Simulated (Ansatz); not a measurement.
# ZrICl₃: small, medium and large basis sets

One table from this session's results is given with a row withheld; the runs are named, their logs left out.

The runs use Ansatz 0.2.0, Gaussian basis; one geometry, several basis sets.

Plan: PBE0-D4/def2-SVP; ωB97M-V/def2-SVP; PBE0-D4/def2-QZVPP; ωB97M-V/def2-QZVPP; the functionals' def2-TZVPP values are taken from earlier runs.

## The relaxed structure

The geometry comes from an earlier relaxation with PBE0-D4 in a triple-zeta def2 set; it is a stationary point. Zr, I take the def2 core potential; no spin-orbit term is included.

SMILES `[Cl][Zr]([Cl])([Cl])[I]`, 5 atoms, charge 0, spin multiplicity 1.

Atoms are counted from 1 here; the program's logs count them from 0.

Bond lengths: Cl1–Zr2 2.313 Å, Zr2–Cl3 2.313 Å, Zr2–Cl4 2.313 Å, Zr2–I5 2.684 Å. Angles: Cl1–Zr2–Cl3 109.5°, Cl1–Zr2–Cl4 109.5°, Cl1–Zr2–I5 109.4°, Cl3–Zr2–Cl4 109.5°, Cl3–Zr2–I5 109.4°, Cl4–Zr2–I5 109.4°.

Set-up of the first run:

in.yaml

```yaml
crystal:
  periodic: [false, false, false]
  atoms:
    - {symbol: Cl, position_ang: [-0.773080, -0.297825, 2.178005]}
    - {symbol: Zr, position_ang: [0.004747, -0.087763, 0.009481]}
    - {symbol: Cl, position_ang: [2.091485, -1.071486, -0.162040]}
    - {symbol: Cl, position_ang: [-1.463309, -1.130366, -1.442934]}
    - {symbol: I, position_ang: [0.189958, 2.513842, -0.623912]}
basis:
  gaussian: {orbitals: def2-SVP}
hamiltonian: {xc: pbe0, dispersion: d4}
output: {orbitals: {seedname: orbitals}}
```

Started as:

```
> ansatz run in.yaml --threads 4 --pin off --events-out ev --progress --plain --max-ram 10444MiB
```

Steps of the session up to this table: PBE0-D4 in def2-SVP; ωB97M-V in def2-SVP; PBE0-D4 in def2-QZVPP; ωB97M-V in def2-QZVPP.

One table of the session follows, with a row left open; its other results are not shown here.

It belongs to the step «Density functionals: the series». 

```
functional       basis  HOMO (eV)  LUMO (eV)
   PBE0-D4    def2-SVP      -8.42      -2.76
   PBE0-D4  def2-TZVPP      -8.40      -2.76
   PBE0-D4  def2-QZVPP      -8.41      -2.76
   ωB97M-V    def2-SVP     -10.44      -0.70
   ωB97M-V  def2-TZVPP     -10.46      -0.75
   ωB97M-V  def2-QZVPP          ?          ?
```

Q: Estimate the row for ωB97M-V, def2-QZVPP from the others.

The run gave: HOMO (eV): -10.47; LUMO (eV): -0.76. In the column «HOMO (eV)» it is the lowest.
